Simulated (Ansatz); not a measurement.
# EuRe: the cost of one run

Method: DFT r²SCAN, scalar-relativistic, plane waves, PAW (the target; the first runs use scalar-relativistic PBE), in Ansatz 0.2.0.

1 further run of the same task is left out (it didn't finish). Runs told in other sessions of the task aren't counted.

## (1) Starting point

It takes space group Pm-3m (No. 221, cubic). The conventional cell has a = 3.724 Å, b = 3.724 Å, c = 3.724 Å, α = 90.00°, β = 90.00°, γ = 90.00°. Eu (site symmetry m-3m) has 8 Re at 3.23 Å in its first shell of neighbours. Re (site symmetry m-3m) has 8 Eu at 3.23 Å in its first shell of neighbours.

Structure file:

```
CELL_PARAMETERS angstrom
3.72402 0.00000 0.00000
0.00000 3.72402 0.00000
0.00000 0.00000 3.72402
ATOMIC_POSITIONS crystal
Eu 0.00000 0.00000 0.00000
Re 0.50000 0.50000 0.50000
```

Starting moments: Eu 7.00 μB.

## (2) At the starting volume (PBE, 6×6×6 mesh)

input.yaml reads:

```yaml
crystal:
  lattice:
    - [3.7240219344, 0.0, 0.0]
    - [0.0, 3.7240219344, 0.0]
    - [0.0, 0.0, 3.7240219344]
  atoms:
    - { symbol: Eu, position: [0.0, 0.0, 0.0], spin: 7.0 }
    - { symbol: Re, position: [0.5, 0.5, 0.5] }
basis:
  ecutwfc: 420
  ecutrho_ratio: 4
kpoints:
  mp_grid: { grid: [6, 6, 6] }
hamiltonian:
  xc: pbe
scf:
  occupations: { method: gaussian, width: 0.05 }
output:
  forces: true
  stress: true
  eigenvalues: true
  populations: true
magnetization:
  spin_polarized: true
```

Started as:

```bash
ansatz run input.yaml --threads 2 --pin off --max-ram 2662MiB --backend cpu --events-out ev --progress --plain --runs-dir out
```

**Question.** How long does this run take on 2 threads of AMD EPYC 9R45 (Zen 5), shared host, and how much memory does it need?

About 1.9 s, with a peak of 0.46 GiB.
